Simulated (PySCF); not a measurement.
**HfH4: a change of charge**

How does HfH4 respond at fixed geometry? The runs cover a change of charge. The structure is generated, not taken from experiment.

Program: PySCF 2.14.0. Level of theory: PBE0, Hf def2-SVP with ECP60, H def2-SVP; scalar-relativistic core potentials, no spin–orbit coupling. These are calculated values, not measurements.

1 further run of the same task is left out (for a known fault of the program).

### Step 1. Where the work starts

5 atoms, charge 0, spin multiplicity 1.

Bond lengths: Hf1–H2 1.844 Å, Hf1–H3 1.844 Å, Hf1–H4 1.844 Å, Hf1–H5 1.844 Å. Angles: H2–Hf1–H3 109.5°, H2–Hf1–H4 109.5°, H2–Hf1–H5 109.5°, H3–Hf1–H4 109.5°, H3–Hf1–H5 109.5°, H4–Hf1–H5 109.5°.

Coordinates:

```mol
H4Hf
  3D, bonds by distance, orders not assigned

  5  4  0  0  0  0  0  0  0  0999 V2000
   -0.0000    0.0000   -0.0000 Hf  0  0
    1.0649    1.0649    1.0649 H   0  0
   -1.0649   -1.0649    1.0649 H   0  0
    1.0649   -1.0649   -1.0649 H   0  0
   -1.0649    1.0649   -1.0649 H   0  0
  1  2  8  0
  1  3  8  0
  1  4  8  0
  1  5  8  0
M  END
```

Formal oxidation states: Hf +4. An earlier session relaxed this geometry at PBE0, Hf def2-SVP with ECP60, H def2-SVP (singlet, point group Td).

Its energy there is -50.282919 Eh.

### Step 2. One electron removed, multiplicity 2

run.py (the lines that set the calculation) reads:

```python
mol = gto.M(atom='''
Hf     0.00000     0.00000     0.00000
H      1.06492     1.06492     1.06492
H     -1.06492    -1.06492     1.06492
H      1.06492    -1.06492    -1.06492
H     -1.06492     1.06492    -1.06492''',
    basis={'Hf': 'def2-SVP', 'H': 'def2-SVP'},
    ecp={'Hf': 'def2-SVP'},
    charge=1, spin=1)
mf = dft.UKS(mol, xc='PBE0')
mf.grids.atom_grid = (50, 194)
mf = mf.density_fit()  # fitting sets: Hf def2-universal-JKFIT, H def2-universal-JKFIT
mf.conv_tol = 1e-08; mf.max_cycle = 55
mf.kernel(dm0)  # dm0: the density of the relaxed state
```

Launch:

```
> OMP_NUM_THREADS=2 python run.py
```

Standard output:

```text
init E= -50.2938590403534
cycle= 1 E= -49.8538693753749  delta_E= 0.44  |g|= 0.17  |ddm|= 0.593
  HOMO = -0.539095467592  LUMO = -0.535724414213  gap/eV = 0.09173
cycle= 2 E= -49.7910429192303  delta_E= 0.0628  |g|= 0.323  |ddm|=    1
  HOMO = -0.532479182249  LUMO = -0.512179087314  gap/eV = 0.55239
cycle= 3 E= -49.8808370905596  delta_E= -0.0898  |g|= 0.0942  |ddm|= 0.88
  HOMO = -0.513360515608  LUMO = -0.49259431312  gap/eV = 0.56508
cycle= 4 E= -49.8879697380913  delta_E= -0.00713  |g|= 0.0414  |ddm|= 0.158
  HOMO = -0.519233800741  LUMO = -0.480593858571  gap/eV = 1.05145
cycle= 5 E= -49.8910739436383  delta_E= -0.0031  |g|= 0.0125  |ddm|= 0.138
  HOMO = -0.526312668866  LUMO = -0.475322410945  gap/eV = 1.38752
cycle= 6 E= -49.8916689203283  delta_E= -0.000595  |g|= 0.0178  |ddm|= 0.0726
  HOMO = -0.528249024646  LUMO = -0.474058087505  gap/eV = 1.47461
cycle= 7 E= -49.8919810303645  delta_E= -0.000312  |g|= 0.0168  |ddm|= 0.0331
  HOMO = -0.528723910518  LUMO = -0.473784526947  gap/eV = 1.49498
cycle= 8 E= -49.892488795064  delta_E= -0.000508  |g|= 0.0148  |ddm|= 0.0509
  HOMO = -0.530992810552  LUMO = -0.471898246706  gap/eV = 1.60804
cycle= 9 E= -49.8931679315837  delta_E= -0.000679  |g|= 0.0123  |ddm|= 0.0885
  HOMO = -0.532461513143  LUMO = -0.470482966532  gap/eV = 1.68652
cycle= 10 E= -49.8935565680284  delta_E= -0.000389  |g|= 0.00768  |ddm|= 0.0717
  HOMO = -0.532321428334  LUMO = -0.470743348613  gap/eV = 1.67562
cycle= 11 E= -49.8936997431206  delta_E= -0.000143  |g|= 0.00324  |ddm|= 0.0471
  HOMO = -0.5324951242  LUMO = -0.47047191557  gap/eV = 1.68774
cycle= 12 E= -49.8937300429936  delta_E= -3.03e-05  |g|= 0.000518  |ddm|= 0.0298
  HOMO = -0.532467631052  LUMO = -0.470542692529  gap/eV = 1.68506
cycle= 13 E= -49.8937306162668  delta_E= -5.73e-07  |g|= 0.000183  |ddm|= 0.00304
  HOMO = -0.5325137338  LUMO = -0.470516435837  gap/eV = 1.68703
cycle= 14 E= -49.8937306955724  delta_E= -7.93e-08  |g|= 4.52e-05  |ddm|= 0.00146
  HOMO = -0.532504279148  LUMO = -0.470524531211  gap/eV = 1.68655
cycle= 15 E= -49.893730699825  delta_E= -4.25e-09  |g|= 3.37e-05  |ddm|= 0.000188
  HOMO = -0.532511634843  LUMO = -0.470522062455  gap/eV = 1.68682
Extra cycle  E= -49.8937307008064  delta_E= -9.81e-10  |g|= 2.68e-05  |ddm|= 9.33e-05
converged SCF energy = -49.8937307008064  <S^2> = 0.76842295  2S+1 = 2.0183389
```

Wall time 0.9 s (2 threads of Arm Neoverse V1, shared host).

Read off: E = -49.893731 Eh (+10.590 eV from the relaxed state), HOMO -14.49 eV, LUMO -12.80 eV (over both spins), ⟨S²⟩ = 0.768, Mulliken charge on Hf1 +1.35 e. 

### Step 3. One electron added, multiplicity 2

Edit run.py (the lines that set the calculation) of step 2 so:

```diff
@@ -8,3 +8,3 @@
     ecp={'Hf': 'def2-SVP'},
-    charge=1, spin=1)
+    charge=-1, spin=1)
 mf = dft.UKS(mol, xc='PBE0')
```

Launch:

```
> OMP_NUM_THREADS=2 python run.py
```

Standard output:

```text
init E= -50.291436064513
  HOMO = -0.082316593191  LUMO = -0.0685993970259  gap/eV = 0.37326
cycle= 1 E= -50.2369453266677  delta_E= 0.0545  |g|= 0.234  |ddm|=  0.8
  HOMO = 0.157083694679  LUMO = 0.17783029364  gap/eV = 0.56454
cycle= 2 E= -50.2296653647137  delta_E= 0.00728  |g|= 0.276  |ddm|= 0.918
  HOMO = 0.0714432672642  LUMO = 0.147245476902  gap/eV = 2.06268
cycle= 3 E= -50.2909268037534  delta_E= -0.0613  |g|= 0.0108  |ddm|= 0.452
  HOMO = 0.0611069311019  LUMO = 0.144385516399  gap/eV = 2.26613
cycle= 4 E= -50.2911168723675  delta_E= -0.00019  |g|= 0.00222  |ddm|= 0.0338
  HOMO = 0.0608613969262  LUMO = 0.144716703533  gap/eV = 2.28182
cycle= 5 E= -50.2911435052193  delta_E= -2.66e-05  |g|= 0.00112  |ddm|= 0.014
  HOMO = 0.0607995109262  LUMO = 0.144763488883  gap/eV = 2.28478
cycle= 6 E= -50.291159861279  delta_E= -1.64e-05  |g|= 0.000971  |ddm|= 0.0109
  HOMO = 0.0608018491294  LUMO = 0.144784288961  gap/eV = 2.28528
cycle= 7 E= -50.2911732382149  delta_E= -1.34e-05  |g|= 0.000974  |ddm|= 0.00897
  HOMO = 0.0608142258905  LUMO = 0.144790521955  gap/eV = 2.28511
cycle= 8 E= -50.2911651746805  delta_E= 8.06e-06  |g|= 0.00097  |ddm|= 0.0054
  HOMO = 0.0542058302532  LUMO = 0.144899364688  gap/eV = 2.46790
cycle= 9 E= -50.2909114767707  delta_E= 0.000254  |g|= 0.00666  |ddm|= 0.285
  HOMO = 0.0532187175003  LUMO = 0.144845896548  gap/eV = 2.49330
cycle= 10 E= -50.2909073586604  delta_E= 4.12e-06  |g|= 0.00757  |ddm|= 0.0198
  HOMO = 0.0560383297708  LUMO = 0.144997158698  gap/eV = 2.42069
cycle= 11 E= -50.290923740001  delta_E= -1.64e-05  |g|= 0.00496  |ddm|= 0.0536
  HOMO = 0.0571533695955  LUMO = 0.145013053852  gap/eV = 2.39078
cycle= 12 E= -50.2909333944902  delta_E= -9.65e-06  |g|= 0.0039  |ddm|= 0.00218
  HOMO = 0.0624605883787  LUMO = 0.145076986343  gap/eV = 2.24811
cycle= 13 E= -50.2909531062981  delta_E= -1.97e-05  |g|= 0.00113  |ddm|= 0.0482
  HOMO = 0.0607262824457  LUMO = 0.145090376257  gap/eV = 2.29566
cycle= 14 E= -50.2909485019112  delta_E= 4.6e-06  |g|= 0.000536  |ddm|= 0.0391
  HOMO = 0.0608618157884  LUMO = 0.145086781425  gap/eV = 2.29188
cycle= 15 E= -50.2909488737793  delta_E= -3.72e-07  |g|= 0.000407  |ddm|= 0.00496
  HOMO = 0.0614188318296  LUMO = 0.145108559058  gap/eV = 2.27731
cycle= 16 E= -50.2909487570996  delta_E= 1.17e-07  |g|= 0.00012  |ddm|= 0.00991
  HOMO = 0.0613518410534  LUMO = 0.145109064451  gap/eV = 2.27915
cycle= 17 E= -50.2909487587356  delta_E= -1.64e-09  |g|= 5.63e-05  |ddm|= 0.00086
  HOMO = 0.0612899983172  LUMO = 0.145104670802  gap/eV = 2.28071
Extra cycle  E= -50.2909487619836  delta_E= -3.25e-09  |g|= 2.48e-05  |ddm|= 0.000131
converged SCF energy = -50.2909487619836  <S^2> = 0.75194822  2S+1 = 2.0019473
```

Wall time 1 s (2 threads of Arm Neoverse V1, shared host).

Result: E = -50.290949 Eh (-0.219 eV from the relaxed state), HOMO 1.67 eV, LUMO 3.66 eV (over both spins), ⟨S²⟩ = 0.752, Mulliken charge on Hf1 +0.41 e. The highest filled level lies above zero; it isn't the detachment energy.

### Step 4. Results

| state | energy from the relaxed state (eV) | ⟨S²⟩ | time |
| --- | --- | --- | --- |
| charge 0, singlet, vacuum (relaxed) | 0 | 0.00 |  |
| charge -1, doublet, vacuum | -0.22 | 0.75 | 1 s |
| charge +1, doublet, vacuum | 10.59 | 0.77 | 0.9 s |

An electron taken off or put on is at rest in vacuum. 

Removing an electron vertically costs 10.59 eV (doublet), against −HOMO = 8.39 eV. Adding an electron vertically releases 0.22 eV (doublet). The bases are small and lack diffuse functions. Spin–orbit coupling is left out.
